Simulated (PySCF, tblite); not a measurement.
**C₄H₁₁BN₂: geometry, infrared bands and NMR shifts**

What infrared bands and NMR shifts should C₄H₁₁BN₂ (`CN(BN)C1CC1`) show?

Computed with tblite 0.8.0 and PySCF 2.14.0, with density-fitted response routines of our own, on a single molecule in the gas phase. Atoms count from 0, in the outputs and in this text.

**1. The starting structure**

18 atoms, charge 0, multiplicity 1; geometry from: force field or distance geometry start.

Bonds of the start (Å): C0–N1 1.46, N1–B2 1.55, B2–N3 1.50, N1–C4 1.45, C4–C5 1.52, C5–C6 1.52, C6–C4 1.52, C0–H7 1.11, C0–H8 1.11, C0–H9 1.12, B2–H10 1.18, N3–H11 1.04, N3–H12 1.04, C4–H13 1.12, C5–H14 1.10, C5–H15 1.12, C6–H16 1.10, C6–H17 1.12.

**2. Optimising the geometry with GFN2-xTB**

What the job is given:

```
{"job": {"kind": "relax", "xc": "GFN2-xTB", "basis": "xTB"}, "charge": 0, "multiplicity": 1}
C      0.019300     1.733600     0.786600
N      0.106800     0.313200     0.449600
B      1.588900    -0.056000     0.203900
N      2.255700    -1.107600     1.041900
C     -0.659400     0.030100    -0.750900
C     -1.168500    -1.401200    -0.852500
C     -2.120900    -0.276800    -0.488300
H      0.390200     2.383400    -0.039300
H      0.592300     1.958800     1.713000
H     -1.052600     2.002600     0.996900
H      2.181600     0.481700    -0.666100
H      3.093200    -0.672900     1.483400
H      2.595800    -1.851800     0.406600
H     -0.419000     0.565700    -1.709200
H     -1.283300    -1.769100    -1.885600
H     -0.892600    -2.058700     0.014000
H     -2.811900     0.012200    -1.300600
H     -2.424500    -0.280700     0.585000
```

Command:

```
$ OMP_NUM_THREADS=1 python probes_run.py task.json out
```

The driver reads the jobs from task.json and runs them one after another.

**Question.** This job is followed by: GFN2-xTB harmonic vibrations, gas phase; GIAO PBE0/pcSseg-1 NMR shielding, non-relativistic, gas phase. What will the session give for the following? strongest single infrared mode (GFN2-xTB); zero-point energy (GFN2-xTB); 13C shifts against TMS (PBE0/pcSseg-1, means over atoms taken as alike); 1H shifts against TMS (PBE0/pcSseg-1, means over atoms taken as alike); 15N shifts against NH3 (PBE0/pcSseg-1); 11B shifts against BF3·OEt2 (PBE0/pcSseg-1).

The runs gave:

| quantity | value |
| --- | --- |
| strongest single infrared mode (GFN2-xTB) | 1435 cm⁻¹, 248 km/mol |
| zero-point energy (GFN2-xTB) | 96.3 kcal/mol |
| 13C shifts against TMS (PBE0/pcSseg-1, means over atoms taken as alike) | 43.2, 32.0, 8.8 ppm |
| 1H shifts against TMS (PBE0/pcSseg-1, means over atoms taken as alike) | 4.01, 2.87, 2.64, 2.31, 0.56, 0.50 ppm |
| 15N shifts against NH3 (PBE0/pcSseg-1) | 91.5, 74.1 ppm |
| 11B shifts against BF3·OEt2 (PBE0/pcSseg-1) | 23.5 ppm |

What this shows: Over 128 steps the energy fell by 2.179 eV; of the close pairs, N1–B2 changed most, 1.547 to 1.410 Å. All 48 modes are real, so the xTB geometry is a minimum. The strongest single mode, at 1435 cm⁻¹, is carried by B2, N1, H9, H7. GFN2-xTB is a fitted tight-binding method: band positions and strengths are rough. Its intensities can rank the bands wrongly. At PBE0/pcSseg-1: The largest span, 127 ppm, is at N1, where the paramagnetic term is -148 ppm.
